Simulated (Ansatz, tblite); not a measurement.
# In11As11 wurtzite off sphere (In₁₁As₁₁H₂₈): rung by rung

The task here is to estimate one member of a computed series from the others.

The runs use Ansatz 0.2.0, Gaussian basis; as each input shows.

Levels to be run: GFN1-xTB, GFN2-xTB, PBE-D4/def2-TZVP, r2SCAN-D4/def2-TZVP, PBE-D4/def2-SVP, PBE0-D4/def2-SVP.

1 further run of the same task is left out (set aside as unsound or not needed).

## The structure

The geometry is that of the singlet, from an earlier relaxation (PBE-D4/def2-SVP).

50 atoms, charge 0, spin multiplicity 1.

Bond lengths: In1–As2 2.756 Å, In1–As5 2.704 Å, In1–H23 1.739 Å, In1–H24 1.741 Å, As2–In7 2.697 Å, As2–H25 1.529 Å, As2–H26 1.529 Å, In3–As4 2.720 Å, In3–As5 2.620 Å, In3–As14 2.734 Å, In3–H27 1.741 Å, As4–In9 2.720 Å, As4–H28 1.527 Å, As4–H29 1.530 Å, As5–In6 2.673 Å, As5–In15 2.657 Å, In6–As8 2.703 Å, In6–As10 2.673 Å and more. Angles: As2–In1–As5 94.8°, As2–In1–H23 105.4°, As2–In1–H24 104.7°, As5–In1–H23 109.5°, As5–In1–H24 108.0°, H23–In1–H24 128.9°, In1–As2–In7 125.3°, In1–As2–H25 110.7°, In1–As2–H26 110.5°, In7–As2–H25 104.9°, In7–As2–H26 105.6°, H25–As2–H26 95.7°, As4–In3–As5 103.7°, As4–In3–As14 96.3°, As4–In3–H27 111.4°, As5–In3–As14 105.4°, As5–In3–H27 126.4°, As14–In3–H27 109.4° and more.

In takes a core potential in the def2 sets. No spin-orbit coupling is included.

PBE0-D4/def2-TZVP was run before; its log isn't repeated, and its numbers join the tables.

Set-up of the first run:

Tight binding, by tblite at 300 K electronic temperature and without a spin-polarisation term:

```python
tblite.interface.Calculator('GFN1-xTB', numbers, positions, charge=0, uhf=0).singlepoint()
```

Tight binding, by tblite at 300 K electronic temperature and without a spin-polarisation term:

```python
tblite.interface.Calculator('GFN2-xTB', numbers, positions, charge=0, uhf=0).singlepoint()
```

start.molden holds the orbitals of an earlier run on this state, given as this run's starting guess.

in.yaml

```yaml
crystal:
  periodic: [false, false, false]
  atoms:
    - {symbol: In, position_ang: [0.380782, -4.971772, -0.079043]}
    - {symbol: As, position_ang: [0.430873, -4.588082, 2.649952]}
    - {symbol: In, position_ang: [0.454625, -2.528569, -3.290797]}
    - {symbol: As, position_ang: [-1.570612, -0.909007, -4.111968]}
    - {symbol: As, position_ang: [0.383227, -2.335650, -0.679325]}
    - {symbol: In, position_ang: [-1.860414, -1.075615, 0.044768]}
    - {symbol: In, position_ang: [0.456770, -2.192580, 3.888164]}
    - {symbol: As, position_ang: [-1.588253, -0.919131, 2.729838]}
    - {symbol: In, position_ang: [-1.965089, 1.653427, -3.289336]}
    - {symbol: As, position_ang: [-1.832527, 1.497627, -0.677601]}
    - {symbol: In, position_ang: [-4.116253, 2.813185, -0.073225]}
    - {symbol: In, position_ang: [-1.665270, 1.488068, 3.889416]}
    - {symbol: As, position_ang: [-3.754429, 2.665153, 2.654692]}
    - {symbol: As, position_ang: [2.491107, -0.886797, -4.084450]}
    - {symbol: In, position_ang: [2.649404, -1.204606, 0.124730]}
    - {symbol: As, position_ang: [2.480530, -0.878900, 2.767547]}
    - {symbol: In, position_ang: [2.879610, 1.664114, -3.234018]}
    - {symbol: As, position_ang: [0.473941, 2.599290, -4.082916]}
    - {symbol: As, position_ang: [2.373323, 1.368305, -0.668544]}
    - {symbol: In, position_ang: [0.282047, 2.893206, 0.123051]}
    - {symbol: In, position_ang: [2.884210, 1.663684, 3.680569]}
    - {symbol: As, position_ang: [0.481195, 2.585670, 2.766134]}
    - {symbol: H, position_ang: [-1.186167, -5.643472, -0.421448]}
    - {symbol: H, position_ang: [1.952168, -5.613440, -0.465005]}
    - {symbol: H, position_ang: [-0.696825, -5.367444, 3.327111]}
    - {symbol: H, position_ang: [1.569551, -5.389393, 3.281401]}
    - {symbol: H, position_ang: [0.505310, -4.002277, -4.216235]}
    - {symbol: H, position_ang: [-2.838435, -1.643288, -3.681948]}
    - {symbol: H, position_ang: [-1.803933, -1.042875, -5.618228]}
    - {symbol: H, position_ang: [-3.308964, -1.913500, -0.459715]}
    - {symbol: H, position_ang: [0.410016, -2.296849, 5.624985]}
    - {symbol: H, position_ang: [-2.822100, -1.630531, 3.291091]}
    - {symbol: H, position_ang: [-3.217413, 2.431147, -4.215330]}
    - {symbol: H, position_ang: [-5.480683, 1.790029, -0.412454]}
    - {symbol: H, position_ang: [-3.888071, 4.494632, -0.461691]}
    - {symbol: H, position_ang: [-1.776578, 1.498781, 5.626282]}
    - {symbol: H, position_ang: [-4.993269, 2.081313, 3.334309]}
    - {symbol: H, position_ang: [-3.875933, 4.053194, 3.283999]}
    - {symbol: H, position_ang: [2.688652, -0.975819, -5.598658]}
    - {symbol: H, position_ang: [3.771587, -1.628426, -3.709874]}
    - {symbol: H, position_ang: [4.109626, -1.912754, -0.521608]}
    - {symbol: H, position_ang: [3.694430, -1.670426, 3.263585]}
    - {symbol: H, position_ang: [4.238056, 2.451853, -3.972869]}
    - {symbol: H, position_ang: [0.494970, 2.812020, -5.597515]}
    - {symbol: H, position_ang: [0.468869, 4.079679, -3.711020]}
    - {symbol: H, position_ang: [3.588983, 2.072334, -0.056225]}
    - {symbol: H, position_ang: [0.400739, 4.510879, -0.525306]}
    - {symbol: H, position_ang: [2.793222, 1.612365, 5.417340]}
    - {symbol: H, position_ang: [4.116705, 2.373200, 2.671856]}
    - {symbol: H, position_ang: [0.402490, 4.032550, 3.262533]}
basis:
  gaussian: {orbitals: def2-TZVP, fitting: {mean_field: def2-universal-jkfit}, initial_orbitals: start.molden}
hamiltonian: {xc: pbe, dispersion: d4}
scf: {omitted_lower_state_checks: [starts]}
output: {orbitals: {seedname: orbitals}}
```

On the command line:

```sh
ansatz run in.yaml --threads 11 --pin off --events-out ev --progress --plain --max-ram 174080MiB --backend cuda --devices 0, --max-vram 75GiB
```

Steps of the session up to this table: PBE-D4/def2-TZVP; r2SCAN-D4/def2-TZVP; PBE-D4/def2-SVP; PBE0-D4/def2-SVP.

One table of the session follows, with a row left open; its other results are not shown here.

It belongs to the step «Binding energy». 

| level | binding an atom (eV) |
| --- | --- |
| PBE-D4/def2-SVP | ? |
| PBE-D4/def2-TZVP | 2.411 |
| r2SCAN-D4/def2-TZVP | 2.426 |
| PBE0-D4/def2-SVP | 2.389 |
| PBE0-D4/def2-TZVP | 2.405 |

**Question.** Estimate the row for PBE-D4/def2-SVP.

**Answer.** binding an atom (eV): 2.396. In the column «binding an atom (eV)» it lies between PBE0-D4/def2-SVP (2.389) and PBE0-D4/def2-TZVP (2.405).

Limits of these values: Free atoms were run apart at each level; binding is atoms less cluster, divided by the number of atoms, without zero-point or spin-orbit terms.
